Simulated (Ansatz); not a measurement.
Task: a convergence test of the k-point mesh of Tl, space group P6_3/mmc, with Ansatz 0.2.0 through its Python package. Give the script and its output. Level of theory (first run): PBE, PAW, cutoff 420 eV, 3×3×2 k-points, Fermi-Dirac smearing of 0.1 eV. The script varies mesh: (3, 3, 2), (5, 5, 3), (6, 6, 3), (7, 7, 4), (9, 9, 5).

```cif
data_structure
_symmetry_space_group_name_H-M 'P 1'
_symmetry_Int_Tables_number 1
_cell_length_a 3.4560
_cell_length_b 3.4560
_cell_length_c 5.5250
_cell_angle_alpha 90.000
_cell_angle_beta 90.000
_cell_angle_gamma 120.000
_cell_volume 57.15
loop_
_atom_site_label
_atom_site_type_symbol
_atom_site_fract_x
_atom_site_fract_y
_atom_site_fract_z
_atom_site_occupancy
Tl1 Tl 0.33333 0.66667 0.25000 1
Tl2 Tl 0.66667 0.33333 0.75000 1
```

`run_kconv.py`:
```python
"""k-point test for Tl."""

from dataclasses import dataclass

import ansatz as az
from tabulate import tabulate


@dataclass(frozen=True)
class Options:
    smearing: str = "Fermi-Dirac"
    width_ev: float = 0.1
    ecut: int = 420


settings = Options()

structure = (
    az.Lattice.from_parameters(3.456, 3.456, 5.525, alpha=90.0, beta=90.0, gamma=120.0)
    .atom("Tl", (1 / 3, 2 / 3, 0.25))
    .atom("Tl", (2 / 3, 1 / 3, 0.75))
)

calculation = (
    structure.calculation()
    .occupations(settings.smearing, width=settings.width_ev)
    .basis(settings.ecut)
    .functional(az.Functional.PBE)
)

rows = []
for value in [(3, 3, 2), (5, 5, 3), (6, 6, 3), (7, 7, 4), (9, 9, 5)]:
    report = calculation.kpoints(*value).run(threads=1, backend="cpu").report
    rows.append((value, report["free_energy_ev"] / len(report["lattice"]["sites"]), report["n_iterations"], report["n_kpoints"]))

print(tabulate(rows, headers=["mesh", "F/atom (eV)", "iterations", "k-points"], floatfmt=".4f", tablefmt="grid"))

# differences from the last row
for row in rows[:-1]:
    shift = 1000 * (row[1] - rows[-1][1])
    print(f"{row[0]}: {shift:+.2f} meV/atom" + ("  (within 2 meV)" if abs(shift) < 2 else ""))
```

Output of `python run_kconv.py`:
```text
+-----------+---------------+--------------+------------+
| mesh      |   F/atom (eV) |   iterations |   k-points |
+===========+===============+==============+============+
| (3, 3, 2) |   -11443.7894 |            6 |          6 |
+-----------+---------------+--------------+------------+
| (5, 5, 3) |   -11444.1250 |            6 |         10 |
+-----------+---------------+--------------+------------+
| (6, 6, 3) |   -11444.1205 |            6 |         14 |
+-----------+---------------+--------------+------------+
| (7, 7, 4) |   -11444.1036 |            6 |         24 |
+-----------+---------------+--------------+------------+
| (9, 9, 5) |   -11444.1261 |            6 |         36 |
+-----------+---------------+--------------+------------+
(3, 3, 2): +336.70 meV/atom
(5, 5, 3): +1.14 meV/atom  (within 2 meV)
(6, 6, 3): +5.63 meV/atom
(7, 7, 4): +22.52 meV/atom
```

Notes:
- A row within the bound is followed by one outside it, so the series isn't shown to be converged.
- Spin-orbit coupling, which matters for elements this heavy, is left out.
- Shifts are counted from the finest mesh, which is itself no proven limit.
- By the engine's processor time: 2.9 s on 1 thread of Intel(R) Xeon(R) Processor @ 2.30GHz (shared host), peak memory 0.48 GiB.
